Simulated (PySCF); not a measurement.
# CH6GeNOP: the cost of one run

Computed with PySCF 2.14.0, with density-fitted response routines of our own, on a single molecule in the gas phase. Atoms are numbered from 0 throughout.

## Step 1: The starting structure

11 atoms, charge 0, multiplicity 1; geometry from: GFN2-xTB. The atoms were then displaced at random by about 0.01 Å, so the start is not that level's minimum.

Bonds of the start (Å): O0–C1 1.21, C1–N2 1.33, N2–Ge3 1.83, Ge3–P4 2.32, C1–H5 1.10, N2–H6 1.03, Ge3–H7 1.51, Ge3–H8 1.55, P4–H9 1.37, P4–H10 1.39.

## Step 2: Optimising the geometry at PBE0-D3(BJ)/def2-SVP

Job settings and geometry (Å):

```
{"job": {"xc": "PBE0", "basis": "def2-SVP", "d3": "d3bj", "grid": 1, "shake": 0.01, "kind": "geom"}, "charge": 0, "multiplicity": 1}
O      1.089780    -1.040630    -1.060980
C      1.719820    -0.368760    -0.277480
N      1.138480     0.618490     0.405140
Ge    -0.637910     0.756120    -0.013930
P     -1.706050    -1.167330     0.715240
H      2.791870    -0.552590    -0.100200
H      1.708340     1.139000     1.086010
H     -0.653480     1.200230    -1.458850
H     -1.018430     1.987430     0.839710
H     -1.431770    -1.851480    -0.433750
H     -2.962520    -0.746320     0.283440
```

On the command line:

```
> OMP_NUM_THREADS=1 python probes_run.py task.json out
```

This one command runs all jobs of the session in turn.

Q: Estimate the wall time and peak memory of this first job on 1 thread of Arm Neoverse V2, shared host.

About 39 s, with a peak of 0.51 GiB.
